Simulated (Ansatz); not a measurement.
# H5O2SbSi: the cost of one run

Program: Ansatz 0.2.0. Level of theory: RKS PBE0-D4/def2-SVP. These are calculated values, not measurements.

## 1. Starting point

Bond lengths: O1–Si2 1.663 Å, Si2–O3 1.695 Å, Si2–Sb4 2.468 Å, O1–H5 1.031 Å, Si2–H6 1.485 Å, O3–H7 1.034 Å, Sb4–H8 1.770 Å, Sb4–H9 1.822 Å. Angles: O1–Si2–O3 107.3°, O1–Si2–Sb4 111.1°, O1–Si2–H6 110.1°, O3–Si2–Sb4 108.5°, O3–Si2–H6 110.2°, Sb4–Si2–H6 109.7°, Si2–O1–H5 106.1°, Si2–O3–H7 105.7°, Si2–Sb4–H8 91.2°, Si2–Sb4–H9 91.9°, H8–Sb4–H9 91.9°.

Structure file:

```xyz
9

O    -0.3374    1.0315   -1.3384
Si    0.5349    0.4327   -0.0553
O     1.9412   -0.2710   -0.6868
Sb   -0.7370   -1.3071    1.1476
H    -1.1924    1.4434   -0.9356
H     0.8867    1.5312    0.8801
H     2.4731   -0.6144    0.1305
H    -1.2571   -2.0368   -0.3793
H    -2.2236   -0.2558    1.2200
```

## 2. Relaxing end A

File input.yaml:

```yaml
crystal:
  periodic: [false, false, false]
  atoms:
    - { symbol: O, position_ang: [-0.3374, 1.0315, -1.3384] }
    - { symbol: Si, position_ang: [0.5349, 0.4327, -0.0553] }
    - { symbol: O, position_ang: [1.9412, -0.271, -0.6868] }
    - { symbol: Sb, position_ang: [-0.737, -1.3071, 1.1476] }
    - { symbol: H, position_ang: [-1.1924, 1.4434, -0.9356] }
    - { symbol: H, position_ang: [0.8867, 1.5312, 0.8801] }
    - { symbol: H, position_ang: [2.4731, -0.6144, 0.1305] }
    - { symbol: H, position_ang: [-1.2571, -2.0368, -0.3793] }
    - { symbol: H, position_ang: [-2.2236, -0.2558, 1.22] }
basis:
  gaussian: { orbitals: def2-SVP }
hamiltonian:
  xc: pbe0
  dispersion: d4
relax:
  f_tol: 0.015
  max_steps: 40
```

Run with:

```bash
$ ansatz run input.yaml --threads 2 --pin off --max-ram 3072MiB --backend cpu --events-out ev --progress --plain --runs-dir out
```

What time and memory should one allow on 2 threads of AMD EPYC 7B13 (Zen 3), shared host?

About 54 s, with a peak of 0.24 GiB.
